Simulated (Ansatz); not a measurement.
**C3H9AlFN: a ladder of functionals and wavefunction methods**

Aim: compute C3H9AlFN with functionals from several rungs and with coupled cluster. The yardstick is the atomisation energy at the CCSD(T) limit.

Program: Ansatz 0.2.0, Gaussian basis. Level of theory: functionals in def2-TZVPP, the program's frozen cores in correlated methods. These are calculated values, not measurements.

Plan: PBE-D4, r2SCAN-D4, PBE0-D4, B3LYP-D4, ωB97X-V, ωB97M-V, B2PLYP; CCSD(T)/def2-TZVPP; MP2/def2-QZVPP; extrapolation to the limit.

### Step 1. Structure used throughout

All runs share one geometry, relaxed beforehand with PBE0-D4 in a triple-zeta def2 set.

SMILES `CC(C)[NH][AlH][F]`, 15 atoms, charge 0, spin multiplicity 1.

Atoms are counted from 1 here; the program's logs count them from 0.

Bond lengths: C1–C2 1.516 Å, C1–H7 1.095 Å, C1–H8 1.092 Å, C1–H9 1.093 Å, C2–C3 1.522 Å, C2–N4 1.452 Å, C2–H10 1.101 Å, C3–H11 1.093 Å, C3–H12 1.094 Å, C3–H13 1.093 Å, N4–Al5 1.762 Å, N4–H14 1.012 Å, Al5–F6 1.654 Å, Al5–H15 1.569 Å. Angles: C2–C1–H7 110.7°, C2–C1–H8 110.6°, C2–C1–H9 111.5°, H7–C1–H8 107.8°, H7–C1–H9 108.1°, H8–C1–H9 107.9°, C1–C2–C3 111.0°, C1–C2–N4 110.7°, C1–C2–H10 107.4°, C3–C2–N4 111.0°, C3–C2–H10 107.6°, N4–C2–H10 109.0°, C2–C3–H11 111.1°, C2–C3–H12 110.3°, C2–C3–H13 111.0°, H11–C3–H12 108.5°, H11–C3–H13 107.8°, H12–C3–H13 108.0° and more.

Coordinates:

```
C     1.38302   -0.27932    0.29755
C     0.01924   -0.66987   -0.23812
C    -0.05296   -0.46491   -1.74436
N    -1.02944    0.07150    0.43997
Al   -1.00821    1.29142    1.71168
F    -2.49501    1.88139    2.13248
H     1.58178    0.78197    0.11575
H     2.16844   -0.85585   -0.19474
H     1.45789   -0.45884    1.37320
H    -0.11722   -1.74418   -0.04115
H     0.69679   -1.07055   -2.26037
H     0.11812    0.58633   -1.99260
H    -1.03568   -0.74721   -2.13150
H    -1.94043   -0.16437    0.06815
H     0.25367    1.84248    2.46406
```

### Step 2. PBE-D4 (GGA)

File in.yaml:

```yaml
crystal:
  periodic: [false, false, false]
  atoms:
    - {symbol: C, position_ang: [1.383016, -0.279322, 0.297553]}
    - {symbol: C, position_ang: [0.019244, -0.669871, -0.238124]}
    - {symbol: C, position_ang: [-0.052955, -0.464905, -1.744355]}
    - {symbol: N, position_ang: [-1.029444, 0.071497, 0.439967]}
    - {symbol: Al, position_ang: [-1.008214, 1.291419, 1.711683]}
    - {symbol: F, position_ang: [-2.495013, 1.881389, 2.132477]}
    - {symbol: H, position_ang: [1.581781, 0.781973, 0.115749]}
    - {symbol: H, position_ang: [2.168439, -0.855847, -0.194740]}
    - {symbol: H, position_ang: [1.457886, -0.458838, 1.373200]}
    - {symbol: H, position_ang: [-0.117218, -1.744182, -0.041145]}
    - {symbol: H, position_ang: [0.696788, -1.070548, -2.260371]}
    - {symbol: H, position_ang: [0.118122, 0.586334, -1.992599]}
    - {symbol: H, position_ang: [-1.035681, -0.747205, -2.131504]}
    - {symbol: H, position_ang: [-1.940427, -0.164373, 0.068149]}
    - {symbol: H, position_ang: [0.253666, 1.842480, 2.464059]}
basis:
  gaussian: {orbitals: def2-TZVPP}
hamiltonian: {xc: pbe, dispersion: d4}
output: {forces: true, orbitals: {seedname: orbitals}}
```

The run is started by

```bash
$ ansatz run in.yaml --threads 2 --pin off --events-out ev --progress --plain --max-ram 32768MiB --backend cuda --devices 0, --max-vram 18GiB
```

Further steps of the session: r2SCAN-D4 (meta-GGA); PBE0-D4 (hybrid); B3LYP-D4 (hybrid); ωB97X-V (range-separated); ωB97M-V (range-separated); B2PLYP (double hybrid); CCSD(T) in def2-TZVPP; MP2 in def2-QZVPP.

Q: Predict the results of all the runs planned. Wanted: atomisation energy, CCSD(T)/CBS; farthest; mean size of error, hybrid; mean size of error, range-separated; gap, smallest and largest; T1 diagnostic; triples share of the correlation energy.

As calculated:

| quantity | value |
| --- | --- |
| atomisation energy, CCSD(T)/CBS | 5743.4 kJ/mol |
| functionals within 28.7 kJ/mol (0.5 %) | r2SCAN-D4, PBE0-D4, B3LYP-D4, ωB97X-V, ωB97M-V |
| farthest | PBE-D4 (+74.1 kJ/mol) |
| mean size of error, hybrid | 8.7 kJ/mol |
| mean size of error, range-separated | 5.3 kJ/mol |
| gap, smallest and largest | 4.77 eV (PBE-D4), 11.08 eV (ωB97X-V) |
| T1 diagnostic | 0.0111 |
| triples share of the correlation energy | 3.5 % |

PBE-D4 misses by +74.1 kJ/mol. Double hybrids carry the basis error of their MP2 part in triple zeta, and no dispersion term here, so their miss is partly the set-up's. The reference freezes the cores and leaves out relativity and excitations past (T), so misses under about 28.7 kJ/mol can't be ranked. Hartree-Fock recovers 74 % of the binding; the rest is correlation. Orbital gaps span 4.8 to 11.1 eV; exact exchange widens them.
